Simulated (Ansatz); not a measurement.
The system is La3Hf.

```
Hf La
1.0
     5.04513    0.00000    0.00000
     0.00000    5.04513    0.00000
     0.00000    0.00000    5.04513
Hf La
1 3
Cartesian
  0.0000 0.0000 0.0000
  2.5226 2.5226 0.0000
  2.5226 0.0000 2.5226
  0.0000 2.5226 2.5226
```

The cell comes from a database or a generator and needn't be the stable form of this composition.

Below is the output of Ansatz 0.2.0 for this cell. Logs are shortened: lines on timing, memory, paths and dates and some standing lists are left out, and cuts for length are marked.

```text
Warning: RAYON_NUM_THREADS=2 ignored (pool sized by the plan → 2); use --threads N
Engine: ansatz 0.2.0, aarch64-unknown-linux-gnu
Pseudopotentials: kind: paw
Pseudopotential: Hf, paw, valence charge 26, recommended cutoff 500 eV (meta_gga), Hf.paw.azcp
Pseudopotential: La, paw, valence charge 11, recommended cutoff 500 eV (meta_gga), La.paw.azcp
Functional definition: r2SCAN
  parameter k0 = 0.174
  parameter k1 = 0.065
  parameter a1 = 4.9479
  exchange = r2scan_x(k0 = k0, k1 = k1, a1 = a1)
  correlation = r2scan_c
Crystal: 4 atoms, lattice volume = 128.416 Å³
Basis set: ecut = 500 eV, 3239 PW (Γ), exchange–correlation on 160×160×160 points (64 copies of the dense FFT grid, shifted against one another)
Bands: 36, of which v1, the nominal top of the filled ones, is band 30 counted from 1 (29 counted from 0)
Symmetry: 48 space group operations
Space group: Pm-3m (ITA 221), of the structure as read, at distance tolerance 5.0e-5 Å
k-points: 10 of 125
Non-local potential: Hf, projectors of the file, l = 0: 3, l = 1: 2, l = 2: 2, l = 3: 3
Non-local potential: La, projectors of the file, l = 0: 3, l = 1: 2, l = 2: 2, l = 3: 3
PAW form: soft (Blöchl's): semilocal exchange-correlation on the pseudo side does not see the compensation charge
PAW frozen core: Hf, regenerated for the run's functional (the file was generated under x = pbe(κ = 0.804, μ = 0.2195149727645171), c = pbe(β = 0.06672455060314922))
PAW frozen core: La, regenerated for the run's functional (the file was generated under x = pbe(κ = 0.804, μ = 0.2195149727645171), c = pbe(β = 0.06672455060314922))
PAW one-centre angular grid: Hf, 974 points (default); XC on 160 Gauss nodes
PAW one-centre angular grid: La, 974 points (default); XC on 160 Gauss nodes
[... 95 lines left out ...]
  E_hartree    = 3238.505788
  E_xc         = -693.594046
  E_vxc        = -796.331325  (∫ρ·V_xc dr)
  E_paw        = -23266.079620  (= ΣΔE_a)
  E_vpaw       = 1231.748708  (= ΣTr[D̂ρ^β])
  E_aug_tail   = -0.000001  (compensation charges beyond the density's cutoff)
  E_vtau       = 41.084439  (kinetic-family band-sum trace: ∫τ·v_τ [+ j·A + Jᵃ·Aᵃ] dr)
  E_ewald      = -6948.632443
  E_core_change = 0.527059  (= ΣΔE_core)
  E_smearing   = -0.042141  (= −TS)
  E_closure    = -0.000000  (closes the sum)
  Σ components = -34524.520860   (vs F -34524.520860, Δ=0.00e0)
--- Forces (eV/Å), atoms counted from 1 ---
  atom   1  Hf     0.00000000    -0.00000000    -0.00000000
  atom   2  La     0.00000000     0.00000000     0.00000000
  atom   3  La     0.00000000     0.00000000     0.00000000
  atom   4  La     0.00000000    -0.00000000    -0.00000000
  max |Σ_I F_I| component: 1.13e-29 eV/Å
--- Stress (GPa, compression-positive) ---
       19.971975      -0.000000      -0.000000
       -0.000000      19.971975       0.000000
       -0.000000       0.000000      19.971975
  P = ⅓ Tr σ = 19.9720 GPa (199.720 kbar)
--- Band table (eV; the first three rows and the last of 10) ---
  k-point 0: bands = ["-44.9339", "-15.0442", "-13.8866", "-13.8866", "-13.0573", "-13.0573", "-13.0573", "0.4442", "0.4442", "0.4442", "2.5014", "2.5014", "2.5014", "3.5650", "3.5650", "3.5650", "6.6123", "6.6215", "6.6215", "6.6215", "6.6293", "6.6293", "6.6293", "13.6248", "15.3848", "15.3848", "15.8336", "15.8586", "15.8586", "15.8586", "20.4066", "20.4066", "20.4066", "20.6583", "21.4477", "21.4477"]
  k-point 1: bands = ["-44.9339", "-14.9724", "-14.0118", "-13.8829", "-13.0558", "-13.0558", "-13.0155", "0.5704", "0.5704", "0.6526", "2.3938", "2.3938", "2.4145", "3.1381", "3.4258", "3.4258", "6.6119", "6.6188", "6.6205", "6.6205", "6.6236", "6.6261", "6.6261", "14.2038", "15.7667", "15.9956", "16.0915", "16.4960", "16.4960", "16.5244", "19.2074", "20.6644", "20.6644", "20.9748", "21.3032", "21.3032"]
  k-point 2: bands = ["-44.9338", "-14.8086", "-14.2468", "-13.8769", "-13.0535", "-13.0535", "-12.9632", "0.8412", "0.8412", "1.2540", "2.1262", "2.1262", "2.2129", "2.2792", "3.2361", "3.2361", "6.6112", "6.6149", "6.6155", "6.6165", "6.6165", "6.6238", "6.6238", "15.6461", "16.5078", "16.7578", "17.2924", "17.6413", "17.9064", "18.1381", "18.1381", "19.6995", "20.1971", "20.1971", "20.7472", "21.2218"]
  k-point 9: bands = ["-44.9336", "-14.3705", "-14.2397", "-14.2397", "-13.0626", "-13.0626", "-13.0421", "-0.4975", "0.7428", "0.8028", "0.8028", "3.1831", "3.1831", "3.5032", "3.5411", "3.5411", "6.6150", "6.6150", "6.6150", "6.6154", "6.6228", "6.6228", "6.6276", "14.3850", "16.8692", "17.1638", "17.1638", "18.7477", "19.1200", "19.1200", "20.1241", "20.1241", "20.2240", "20.2240", "20.6074", "20.8027"]
--- Relaxed structure (5 steps of the walk, 5 accepted, 1 SCFs on fresh bases) ---
  F+E_penalty+E_count = -34524.52086002 eV   max|allowed force component| = 3.155e-30 eV/Å   (the final SCF, on the basis selected at the relaxed cell)
  cell:  # Å, volume = 92.8649 Å³
    - [4.528460399549981, -1.568830433865436e-33, -1.2839532962581575e-33]
    - [4.854948401476153e-34, 4.528460399549981, 2.728400754548584e-34]
    - [-2.0543252740130515e-33, 2.728400754548584e-34, 4.528460399549981]
  atoms:
    - { symbol: Hf, position: [-9.543506217364422e-36, 1.9882304619224717e-37, 1.988230461928746e-37] }
    - { symbol: La, position: [0.5, 0.5, 1.9882304619875196e-37] }
    - { symbol: La, position: [0.5, 4.9705761549092606e-36, 0.5] }
    - { symbol: La, position: [-1.5905843695781273e-36, 0.5, 0.5] }
```

Q: What input gives this log?

A: Relaxation of cell and atoms with r2SCAN, no spin polarisation. The files as run (others can give the same):

input.yaml
```yaml
crystal:
  lattice:
    - [5.045132, 0.0, 0.0]
    - [0.0, 5.045132, 0.0]
    - [0.0, 0.0, 5.045132]
  atoms:
    - { symbol: Hf, position: [0.0, 0.0, 0.0] }
    - { symbol: La, position: [0.5, 0.5, 0.0] }
    - { symbol: La, position: [0.5, 0.0, 0.5] }
    - { symbol: La, position: [0.0, 0.5, 0.5] }
hamiltonian:
  xc: r2scan
  pseudopotentials: { kind: paw }
kpoints:
  mp_grid: { grid: [5, 5, 5] }
scf:
  occupations: { method: fermi_dirac, width: 0.05 }
output:
  forces: true
  stress: true
  eigenvalues: true
relax:
  f_tol: 0.01
  max_steps: 40
  cell: { stress_tol: 0.05, p_target: 20.0 }
```

Potentials or basis: Ansatz PAW.
Run with:
```sh
$ ansatz run input.yaml --threads 2 --pin off --max-ram 5632MiB --backend cpu --events-out ev --progress --plain --runs-dir out
```

Caveat: the magnetic or orbital state may not be the lowest; the volume moved by over 15 % at a fixed basis, so the end points are rough; the plane-wave basis is chosen anew once the cell has moved, so the energies of steps on either side of that aren't comparable; the PAW data sets come from PBE, with cores solved anew for the run's functional, which leaves a small shift of forces and pressure.
